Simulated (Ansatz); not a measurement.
**CuB2 (AlB2 type): a single-point run**

Wanted: a converged single-point run for CuB2 (AlB2 type), and a check of what comes out. The structure is shown as the input types it.

Computed with Ansatz 0.2.0 (DFT PBEsol, scalar-relativistic, plane waves, PAW, unless a step's input says otherwise).

### 1 The starting structure

It takes space group P6/mmm (No. 191, hexagonal). Conventional cell: a = 2.976 Å, b = 2.976 Å, c = 3.288 Å, α = 90.00°, β = 90.00°, γ = 120.00°. Around Cu (site symmetry 6/mmm) lie 12 B at 2.38 Å. B (site symmetry -6m2) is surrounded by 3 B at 1.72 Å and 6 Cu at 2.38 Å.

As a file:

```
Cu B
1.0
     2.97635    0.00000    0.00000
    -1.48818    2.57760    0.00000
     0.00000    0.00000    3.28843
Cu B
1 2
Direct
  0.00000 0.00000 0.00000
  0.33333 0.66667 0.50000
  0.66667 0.33333 0.50000
```

### 2 The calculation

input.yaml

```yaml
crystal:
  lattice:
    - [2.976351757719, 2.886756370968e-11, 0.0]
    - [-1.488175878885, 2.577596232769, 0.0]
    - [0.0, 0.0, 3.288426781]
  atoms:
    - { symbol: Cu, position: [0.0, 0.0, 0.0] }
    - { symbol: B, position: [0.3333333333333, 0.6666666666667, 0.5] }
    - { symbol: B, position: [0.6666666666667, 0.3333333333333, 0.5] }
basis:
  ecutwfc: 420
  ecutrho_ratio: 4
kpoints:
  mp_grid: { grid: [12, 12, 10] }
hamiltonian:
  xc: pbesol
scf:
  occupations: { method: fermi_dirac, width: 0.3 }
  n_extra_bands: 0
  max_iter: 100
output:
  forces: true
  stress: true
```

Run with:

```sh
> ansatz run input.yaml --threads 4 --pin off --max-ram 4096MiB --backend cpu --events-out ev --progress --plain --runs-dir out
```

What happens when this is run?

The run ended at the input check. The line that matters: «inconsistent input (scf.n_extra_bands, scf.occupations.method): n_bands = 13 leaves no empty band above the 13 bands per channel that the deck's 25 electrons occupy ...»

The suspect setting: scf.occupations.method is fermi_dirac; scf.occupations.width is 0.3; scf.n_extra_bands is 0. There are no spare bands for the search of the Fermi level.

What to do: set scf.occupations.method to gaussian, scf.occupations.width to 0.05 and scf.n_extra_bands to 12.
